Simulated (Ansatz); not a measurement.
## TaWC2 under changes of volume

One of the cells (10.916 Å³/atom); the others are scaled copies at fixed shape and fractional positions:

```
W Ta C
1.0
     1.57186    0.90751    5.10162
    -1.57186    0.90751    5.10162
     0.00000   -1.81502    5.10162
W Ta C
1 1 2
Direct
  0.00000 0.00000 0.00000
  0.50000 0.50000 0.50000
  0.25093 0.25093 0.25093
  0.74907 0.74907 0.74907
```

The cell comes from a database or a generator and needn't be the stable form of this composition.

* Program: Ansatz 0.2.0
* Functional: PBE
* Potentials or basis: Ansatz PAW
* Cutoff: 420 eV (not typed: the program's choice for these potentials)
* k mesh: 10 × 10 × 10
* Occupations: fermi-dirac, width 0.05 eV
* Spin: no spin polarisation

```csv
volume (Å³/atom),energy over the lowest point (meV/atom),pressure (GPa),largest force (eV/Å)
10.261,?,?,?
10.479,12.47,12.3,0.066
10.698,1.18,4.5,0.061
10.916,0.00,-2.6,0.056
11.134,7.93,-8.9,0.051
11.353,24.04,-14.6,0.046
11.571,47.51,-19.7,0.040
```

Question: What does the run at 10.261 Å³/atom give?

Answer: Energy over the lowest point 35.03 meV/atom; pressure 21.0 GPa; largest force 0.071 eV/Å.

Worked out: A Birch-Murnaghan fit of order 3 (a polynomial in V^(-2/3)) to the other rows has its minimum at 10.83 Å³/atom with B0 = V·E''(V) = 344 GPa and B' = 4.2 at fixed shape and positions, which overstates the stiffness. It gives 34.90 meV/atom at 10.261 Å³/atom, against the run's 35.03, and -dE/dV = 20.9 GPa, against 21.0.

Energies are extrapolated to zero smearing.
